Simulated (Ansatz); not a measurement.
Task: energies of removing a hydrogen of C4H5N, SMILES C#CC1CN1, with Ansatz 0.2.0, Python API. Give the script and its output. Level of theory (for the species named): CAM-B3LYP, def2-TZVP basis, multiplicity 1.

Input file `c4h5n.xyz`:
```text
10

C     2.36540   -0.14160   -0.55550
C     1.27610    0.02980   -0.08040
C    -0.02120    0.23590    0.48810
C    -1.18540   -0.55640   -0.04840
N    -1.04740    0.86300   -0.34350
H     3.32850   -0.28810   -0.98580
H    -0.04330    0.50160    1.54020
H    -1.97720   -0.83950    0.63290
H    -1.02240   -1.23020   -0.88080
H    -1.67300    1.42560    0.23310
```

The script, `bde.py`:
```python
from dataclasses import dataclass

import ansatz as az


@dataclass(frozen=True)
class Options:
    basis: str = 'def2-TZVP'
    xc: str = 'cam_b3lyp'


settings = Options()


def single_point(molecule, charge=0, unpaired=0):
    calc = (
        molecule.calculation()
        .basis(gaussian=settings.basis)
        .functional(settings.xc)
    )
    if charge:
        calc = calc.charge(charge)
    if unpaired:
        calc = calc.spin('collinear', total=unpaired)
    report = calc.run().report
    if report['published_state_doubts']:
        print('  doubts:', report['published_state_doubts'])
    return report['free_energy_ev']

def without(molecule, index):
    rest = az.Crystal.molecule()
    for i, site in enumerate(molecule.cartesian_sites):
        if i != index:
            rest = rest.atom(site.symbol, site.position_ang)
    return rest

molecule = az.Crystal.molecule_from_extxyz('c4h5n.xyz')

whole = single_point(molecule, 0)
hydrogen = single_point(az.Crystal.molecule().atom('H', (0, 0, 0)), 0, 1)
print(f'E(molecule) = {whole:.5f} eV, E(H) = {hydrogen:.5f} eV')
for index in [5, 6, 8]:
    radical = single_point(without(molecule, index), 0, 1)
    print(f'H{index}: homolysis {23.060548 * (radical + hydrogen - whole):.1f} kcal/mol')
    anion = single_point(without(molecule, index), -1)
    print(f'H{index}: loss of a proton {23.060548 * (anion - whole):.1f} kcal/mol')
```

```console
$ python bde.py
E(molecule) = -5715.14586 eV, E(H) = -13.57334 eV
H5: homolysis 140.7 kcal/mol
H5: loss of a proton 387.2 kcal/mol
H6: homolysis 110.6 kcal/mol
H6: loss of a proton 399.0 kcal/mol
H8: homolysis 114.8 kcal/mol
H8: loss of a proton 417.4 kcal/mol
```

What to keep in mind:
- Total energies depend on the basis set; only differences at equal settings carry meaning.
- The geometry is a force-field or estimated start, not a minimum of this method, and the basis set is short of its limit. All parts are taken at fixed geometry, without zero-point energy.
- Anions want diffuse functions, which this basis lacks.
- Hardware and time: 90 s on 1 thread of Arm Neoverse V2, on a shared host, peak memory 0.68 GiB.
